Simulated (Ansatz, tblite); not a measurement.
**The cluster Mg₃Cl₄+: a ladder of methods and basis sets**

An exercise on one series of results from a longer session: the logs are not shown, and one member is left open.

Computed with Ansatz 0.2.0, Gaussian basis. Level: as each input shows.

Plan: GFN1-xTB, GFN2-xTB, PBE-D4/def2-TZVP, r2SCAN-D4/def2-TZVP, r2SCANh-D4/def2-TZVP, B3LYP-D4/def2-TZVP, r2SCAN0-D4/def2-TZVP, PBE-D4/def2-SVP, PBE0-D4/def2-SVP, CCSD(T)/def2-SVP, MP2/def2-TZVP.

2 further runs of the same task are left out: 2 set aside as unsound or not needed. Runs told in other sessions of the task aren't counted.

### The geometry

The doublet was relaxed beforehand with PBE0-D4/def2-SVP. At that level it is the lowest of the isomers that a small search found.

7 atoms, charge 1, spin multiplicity 2.

Bond lengths: Mg1–Cl4 2.377 Å, Mg1–Cl5 2.376 Å, Mg1–Cl7 2.298 Å, Mg2–Cl4 2.376 Å, Mg2–Cl5 2.376 Å, Mg2–Cl6 2.298 Å, Mg3–Cl6 2.561 Å, Mg3–Cl7 2.561 Å. Angles: Cl4–Mg1–Cl5 92.1°, Cl4–Mg1–Cl7 112.9°, Cl5–Mg1–Cl7 113.1°, Cl4–Mg2–Cl5 92.1°, Cl4–Mg2–Cl6 113.0°, Cl5–Mg2–Cl6 113.1°, Cl6–Mg3–Cl7 104.4°, Mg1–Cl4–Mg2 80.1°, Mg1–Cl5–Mg2 80.1°, Mg2–Cl6–Mg3 115.3°, Mg1–Cl7–Mg3 115.4°.

The ion is computed in the gas phase, without counter-ions or solvent.

PBE0-D4/def2-TZVP was run before; its log isn't repeated, and its numbers join the tables.

The first run:

Tight binding, by tblite at 300 K electronic temperature and without a spin-polarisation term:

```python
tblite.interface.Calculator('GFN1-xTB', numbers, positions, charge=1, uhf=1).singlepoint()
```

Tight binding, by tblite at 300 K electronic temperature and without a spin-polarisation term:

```python
tblite.interface.Calculator('GFN2-xTB', numbers, positions, charge=1, uhf=1).singlepoint()
```

start.molden holds the orbitals of an earlier run on this state, given as this run's starting guess.

in.yaml

```yaml
crystal:
  periodic: [false, false, false]
  atoms:
    - {symbol: Mg, position_ang: [-1.194637, 0.807826, 1.131914]}
    - {symbol: Mg, position_ang: [0.706264, -1.546924, 0.683661]}
    - {symbol: Mg, position_ang: [0.683683, 1.030347, -2.515111]}
    - {symbol: Cl, position_ang: [0.887580, 0.305233, 2.161477]}
    - {symbol: Cl, position_ang: [-1.667914, -1.491353, 0.762324]}
    - {symbol: Cl, position_ang: [1.550012, -1.110324, -1.408517]}
    - {symbol: Cl, position_ang: [-0.964999, 2.005185, -0.815747]}
basis:
  gaussian: {orbitals: def2-TZVP, initial_orbitals: start.molden}
total_charge: 1
magnetization: {spin_polarized: true, initial_magnetization: 1}
hamiltonian: {xc: pbe, dispersion: d4}
scf: {omitted_lower_state_checks: [starts]}
output: {forces: true, orbitals: {seedname: orbitals}}
```

Launch:

```console
$ ansatz run in.yaml --threads 4 --pin off --events-out ev --progress --plain --max-ram 4787MiB
```

Steps of the session up to this table: PBE-D4/def2-TZVP; r2SCAN-D4/def2-TZVP; r2SCANh-D4/def2-TZVP; B3LYP-D4/def2-TZVP; r2SCAN0-D4/def2-TZVP; PBE-D4/def2-SVP; PBE0-D4/def2-SVP; CCSD(T)/def2-SVP; MP2/def2-TZVP.

One table of the session follows, with a row left open; its other results are not shown here.

| level | HOMO (eV) | LUMO (eV) | gap (eV) |
| --- | --- | --- | --- |
| PBE-D4/def2-SVP | -8.19 | -7.34 | 0.85 |
| PBE-D4/def2-TZVP | -8.15 | -7.25 | 0.89 |
| r2SCAN-D4/def2-TZVP | -8.11 | -6.63 | 1.47 |
| r2SCANh-D4/def2-TZVP | -8.36 | -6.44 | 1.92 |
| B3LYP-D4/def2-TZVP | -8.61 | -6.84 | 1.78 |
| PBE0-D4/def2-SVP | -8.74 | -6.58 | 2.16 |
| PBE0-D4/def2-TZVP | ? | ? | ? |
| r2SCAN0-D4/def2-TZVP | -8.76 | -6.15 | 2.60 |

Estimate the missing values for PBE0-D4/def2-TZVP.

As computed: HOMO (eV): -8.72; LUMO (eV): -6.48; gap (eV): 2.24. In the column «HOMO (eV)» it lies between PBE0-D4/def2-SVP (-8.74) and B3LYP-D4/def2-TZVP (-8.61).
